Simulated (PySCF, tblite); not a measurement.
# C12H36S4Si5: electronic excitations, NMR shifts, part 2 of 2

tblite 0.8.0 and PySCF 2.14.0. Atoms count from 0.

### Step 4. NMR shifts: GIAO KT3/pcSseg-1

The job: settings as JSON, then the geometry in Å.

```
{"job": {"kind": "nmr", "xc": "KT3", "basis": "pcSseg-1", "pop": false}, "charge": 0, "multiplicity": 1}
C     -5.867965     2.213372    -1.652652
Si    -5.309156     0.820626    -0.485091
C     -6.692429    -0.475640    -0.287605
C     -4.740813     1.491223     1.203221
S     -3.662314    -0.116732    -1.598678
Si    -2.615896    -1.385991    -0.206050
C     -3.754651    -2.403810     0.922265
C     -1.521386    -2.531858    -1.253069
S     -1.421303    -0.198791     1.167005
Si    -0.429790     1.308730    -0.052121
C     -1.588603     2.780023    -0.349995
C      0.222426     0.581929    -1.674825
S      1.148611     2.094324     1.200490
Si     2.653721     0.542540     1.277908
C      3.803486     1.124496     2.671115
C      1.918299    -1.173882     1.643575
S      3.614485     0.501884    -0.664128
Si     5.572380    -0.419615    -0.379015
C      6.759902     0.822218     0.440448
C      6.150324    -0.825645    -2.143529
C      5.413309    -2.005562     0.664381
H     -6.771781     2.688048    -1.284325
H     -5.108115     2.982230    -1.754674
H     -6.073754     1.824422    -2.645113
H     -7.625370     0.001801    -0.004656
H     -6.864356    -1.009203    -1.217860
H     -6.457187    -1.210341     0.475729
H     -3.978979     0.864910     1.658717
H     -5.577892     1.552321     1.892294
H     -4.322439     2.488533     1.107789
H     -3.168175    -3.106733     1.504983
H     -4.472746    -2.969203     0.336676
H     -4.299265    -1.775973     1.619937
H     -1.151054    -2.031925    -2.141359
H     -0.669002    -2.880128    -0.678127
H     -2.083487    -3.401963    -1.576829
H     -2.469561     2.463709    -0.899648
H     -1.905986     3.226023     0.587625
H     -1.084710     3.548055    -0.927842
H     -0.599817     0.382056    -2.355039
H      0.899409     1.282794    -2.152551
H      0.775598    -0.338765    -1.518146
H      4.274554     2.068387     2.415783
H      4.582057     0.397545     2.878869
H      3.233202     1.278843     3.581150
H      1.614611    -1.673300     0.727922
H      1.040849    -1.087355     2.276481
H      2.636814    -1.812451     2.147616
H      7.786687     0.477335     0.367999
H      6.701411     1.791730    -0.045013
H      6.535465     0.969105     1.491923
H      7.148295    -1.252607    -2.135688
H      5.486633    -1.535487    -2.626815
H      6.173881     0.068492    -2.758264
H      6.346807    -2.559207     0.660930
H      5.166541    -1.784285     1.698294
H      4.640159    -2.659297     0.272462
```

Level: GIAO KT3/pcSseg-1 NMR shielding, non-relativistic, gas phase.

The program printed:

```text
start: PBE on a coarse grid of 47274 points
cycle   1  E = -3516.5458657221  dE =  9.891e-01  |g| = 1.495e+00  |ddm| = 7.026e+00
cycle   2  E = -3515.8731106460  dE =  6.728e-01  |g| = 2.149e+00  |ddm| = 3.340e+00
cycle   3  E = -3517.1152287183  dE = -1.242e+00  |g| = 1.628e-01  |ddm| = 2.147e+00
cycle   4  E = -3517.1226560187  dE = -7.427e-03  |g| = 7.591e-02  |ddm| = 3.914e-01
cycle   5  E = -3517.1241391162  dE = -1.483e-03  |g| = 1.403e-02  |ddm| = 1.195e-01
cycle   6  E = -3517.1241780233  dE = -3.891e-05  |g| = 7.207e-03  |ddm| = 3.288e-02
final grid: 389988 points
cycle   7  E = -3550.0548540768  dE = -8.161e-02  |g| = 3.682e-01  |ddm| = 8.455e-01
cycle   8  E = -3550.0567576331  dE = -1.904e-03  |g| = 2.058e-01  |ddm| = 4.527e-01
cycle   9  E = -3550.0606289260  dE = -3.871e-03  |g| = 8.374e-02  |ddm| = 3.557e-01
cycle  10  E = -3550.0628506147  dE = -2.222e-03  |g| = 8.987e-03  |ddm| = 1.367e-01
cycle  11  E = -3550.0628745054  dE = -2.389e-05  |g| = 2.761e-03  |ddm| = 1.666e-02
cycle  12  E = -3550.0628742456  dE =  2.598e-07  |g| = 1.027e-03  |ddm| = 5.579e-03
cycle  13  E = -3550.0628709281  dE =  3.318e-06  |g| = 2.012e-04  |ddm| = 1.848e-03
cycle  14  E = -3550.0628729583  dE = -2.030e-06  |g| = 7.074e-05  |ddm| = 3.920e-04
converged SCF energy = -3550.0628729583

GIAO shielding tensors (ppm)
atom      isotropic    diamagn.    paramagn.     s11        s22        s33       span
  0 C      180.369     253.503     -73.134    172.864    176.949    191.295     18.431
  1 Si     340.251     885.332    -545.081    322.567    344.462    353.724     31.158
  2 C      177.927     250.713     -72.786    166.997    176.055    190.730     23.732
  3 C      181.441     259.310     -77.869    176.108    182.352    185.862      9.754
  4 S      661.812    1073.181    -411.369    614.855    653.368    717.214    102.359
  5 Si     337.316     891.539    -554.223    313.768    344.054    354.125     40.357
  6 C      175.715     259.456     -83.741    166.653    172.774    187.718     21.065
  7 C      174.498     261.245     -86.747    162.027    171.945    189.522     27.495
  8 S      614.011    1076.219    -462.208    553.155    596.825    692.054    138.899
  9 Si     330.330     892.450    -562.120    314.815    329.903    346.272     31.458
 10 C      174.654     262.516     -87.862    165.131    173.209    185.623     20.493
 11 C      172.134     266.731     -94.596    165.653    171.695    179.055     13.403
 12 S      636.287    1072.136    -435.850    590.626    645.894    672.340     81.715
 13 Si     330.945     891.913    -560.968    312.805    331.967    348.064     35.259
 14 C      175.358     259.789     -84.431    166.779    172.011    187.285     20.506
 15 C      169.841     266.570     -96.729    160.393    166.829    182.300     21.907
 16 S      654.463    1074.763    -420.299    599.174    637.014    727.202    128.028
 17 Si     344.241     887.059    -542.818    324.077    349.939    358.708     34.632
 18 C      178.860     251.065     -72.205    170.302    175.602    190.676     20.373
 19 C      181.440     254.234     -72.794    172.106    179.855    192.360     20.253
 20 C      179.430     257.532     -78.102    172.549    178.754    186.987     14.438
 21 H       31.607      24.105       7.501     27.091     28.163     39.566     12.475
 22 H       31.352      35.405      -4.053     26.054     31.365     36.638     10.584
 23 H       31.346      29.987       1.359     27.034     29.333     37.672     10.637
 24 H       31.610      22.676       8.933     26.795     28.329     39.705     12.909
 25 H       31.407      28.839       2.569     27.302     29.583     37.337     10.035
 26 H       31.337      32.242      -0.905     26.164     32.037     35.810      9.647
 27 H       29.893      42.771     -12.878     24.261     27.629     37.788     13.527
 28 H       31.639      29.318       2.321     26.943     28.641     39.332     12.388
 29 H       31.437      37.606      -6.169     27.151     30.586     36.574      9.423
 30 H       31.213      36.358      -5.145     26.254     29.617     37.767     11.514
 31 H       31.484      32.656      -1.172     27.065     29.421     37.967     10.902
 32 H       31.172      37.033      -5.862     27.487     30.632     35.396      7.908
 33 H       31.023      40.351      -9.329     27.983     30.369     34.716      6.733
 34 H       31.278      40.805      -9.527     26.279     30.369     37.186     10.907
 35 H       31.222      33.667      -2.445     26.082     29.040     38.544     12.462
 36 H       30.437      42.184     -11.747     23.974     28.947     38.390     14.416
 37 H       31.215      38.381      -7.166     27.458     30.142     36.044      8.586
 38 H       31.258      36.379      -5.121     25.947     29.786     38.041     12.094
 39 H       30.711      41.739     -11.028     25.591     30.080     36.462     10.871
 40 H       30.940      39.949      -9.009     25.629     30.337     36.854     11.225
 41 H       30.733      45.317     -14.585     26.502     30.168     35.528      9.027
 42 H       31.140      34.875      -3.735     27.887     29.114     36.418      8.531
 43 H       31.408      34.630      -3.222     26.857     30.390     36.977     10.121
 44 H       31.161      35.493      -4.332     25.882     29.943     37.658     11.776
 45 H       30.990      45.243     -14.253     27.496     30.355     35.118      7.623
 46 H       30.204      42.763     -12.560     23.928     29.816     36.867     12.939
 47 H       31.186      39.237      -8.051     26.451     30.268     36.839     10.388
 48 H       31.640      21.660       9.980     26.814     28.383     39.722     12.909
 49 H       31.351      31.014       0.338     27.353     29.743     36.958      9.604
 50 H       31.391      31.611      -0.220     26.216     31.898     36.060      9.844
 51 H       31.731      24.283       7.448     27.014     28.495     39.685     12.671
 52 H       31.448      36.681      -5.233     26.691     30.478     37.173     10.482
 53 H       31.352      32.401      -1.050     27.047     29.650     37.358     10.310
 54 H       31.582      26.104       5.478     26.806     28.363     39.577     12.771
 55 H       31.518      36.682      -5.164     27.465     31.545     35.544      8.079
 56 H       31.527      39.358      -7.831     27.186     31.094     36.303      9.117
```

It took 72 s on 2 threads of Arm Neoverse N1, shared host; peak memory 1.2 GiB.

The references, computed at this level on geometries of the same kind, shield at (ppm): 1H TMS 31.76, 13C TMS 184.7, 29Si TMS 361.7. Their shielding less the atom's gives the shift. The references are single molecules in the gas phase. Atoms listed in one row are averaged.

```
                              atoms                               environment  σ (ppm)  δ (ppm)
                           C10, C11                methyl carbon bonded to Si    173.4     11.3
                   C6, C7, C14, C15                methyl carbon bonded to Si    173.9     10.9
          C0, C2, C3, C18, C19, C20                methyl carbon bonded to Si    179.9      4.8
       H36, H37, H38, H39, H40, H41  hydrogen on a methyl carbon bonded to Si    30.88     0.88
 H30, H31, H32, H33, H34 and 7 more  hydrogen on a methyl carbon bonded to Si    31.12     0.64
H21, H22, H23, H24, H25 and 13 more  hydrogen on a methyl carbon bonded to Si    31.40     0.36
                                Si9                silicon bonded to 2 C, 2 S    330.3     31.3
                          Si5, Si13                silicon bonded to 2 C, 2 S    334.1     27.5
                          Si1, Si17                  silicon bonded to 3 C, S    342.2     19.4
                            S8, S12                     sulfur bonded to 2 Si      625        –
                            S4, S16                     sulfur bonded to 2 Si      658        –
```

### Step 5. Summary of results

What follows sums up all 2 parts.

| quantity | value |
| --- | --- |
| lowest singlet (B3LYP/6-31G*) | 5.99 eV (207 nm), f = 0.002 |
| brightest single state of those computed | state 3, 6.11 eV, f = 0.072 |
| lowest triplet | 5.64 eV |
| surface potential, 1st and 99th percentile | -1.18 V and 0.79 V |
| 13C shifts against TMS (KT3/pcSseg-1, means over atoms taken as alike) | 11.3, 10.9, 4.8 ppm |
| 1H shifts against TMS (KT3/pcSseg-1, means over atoms taken as alike) | 0.88, 0.64, 0.36 ppm |
| 29Si shifts against TMS (KT3/pcSseg-1, means over atoms taken as alike) | 31.3, 27.5, 19.4 ppm |
| shieldings of S (KT3/pcSseg-1, a mean where the table joins atoms) | S8 625.1, S4 658.1 ppm |

In words: The first singlet state (HOMO→LUMO 0.67, HOMO−1→LUMO 0.09) lies at 5.99 eV and is weak; of the 6 states computed, the strongest absorption comes from state 3 at 6.11 eV. The lowest triplet lies 0.35 eV below the lowest singlet.
